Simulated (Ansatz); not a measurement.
HPbNO4:

```
H Pb N O
1.0
     4.19923    0.11117    0.16817
     1.91600    3.89132    0.12568
     1.76085    1.25259    6.37266
H Pb N O
1 1 1 4
Direct
  0.89145 0.68202 0.62796
  0.14426 0.92872 0.88352
  0.25670 0.28861 0.30171
  0.83108 0.65056 0.78405
  0.38694 0.22380 0.11295
  0.31104 0.03576 0.45856
  0.07726 0.60633 0.32275
```

The cell was built by a generator and needn't be a form met in nature.

* Program: Ansatz 0.2.0
* Task: relaxation of cell and atoms
* Functional: PBEsol
* Potentials or basis: Ansatz PAW
* Cutoff: 420 eV (not typed: the program's choice for these potentials)
* k mesh: 5 × 5 × 3
* Occupations: fermi-dirac, width 0.05 eV
* Spin: no spin polarisation

At the start: volume 14.48 Å³/atom.

**Question.** How do energy, volume and symmetry change on relaxing?

**Answer.** It ends after 17 steps and the volume is 13.55 Å³/atom (-6.4 %); space group Cm (No. 8, to 0.05 Å).

The path:
```tsv
step	energy change (eV)	largest force (eV/Å)	volume (Å³)
1	0.0000	0.3908	101.39
2	-0.0621	0.1596	96.70
3	-0.0650	0.1928	96.29
4	-0.0680	0.0973	95.96
5	-0.0696	0.0272	95.72
6	-0.0697	0.0349	95.70
7	-0.0697	0.0285	95.73
8	-0.0700	0.0252	95.67
9	-0.0702	0.0099	95.65
10	-0.0700	0.0072	95.68
11	-0.0525	0.0072	95.68
12	-0.0565	0.0908	94.86
13	-0.0564	0.0101	94.93
14	-0.0536	0.0098	94.93
15	-0.0539	0.0145	94.83
16	-0.0538	0.0048	94.88
17	-0.0537	0.0049	94.88
```

Final structure:
```yaml
crystal:
  lattice:
    - [4.13745, 0.13819, 0.17408]
    - [1.91702, 3.76996, 0.10627]
    - [1.75784, 1.18700, 6.26968]
  atoms:
    - { symbol: H, position: [0.89951, 0.67923, 0.61963] }
    - { symbol: Pb, position: [0.13905, 0.93938, 0.88281] }
    - { symbol: N, position: [0.25514, 0.28681, 0.30495] }
    - { symbol: O, position: [0.83424, 0.65106, 0.77940] }
    - { symbol: O, position: [0.38714, 0.21508, 0.11455] }
    - { symbol: O, position: [0.30668, 0.02933, 0.46325] }
    - { symbol: O, position: [0.07698, 0.61491, 0.32692] }
```

Caveat: the plane-wave basis is chosen anew once the cell has moved, so the energies of steps on either side of that aren't comparable; the pressure holds a Pulay correction of +0.7 GPa for the finite cutoff; the PAW data sets come from PBE, with cores solved anew for the run's functional, which leaves a small shift of forces and pressure.
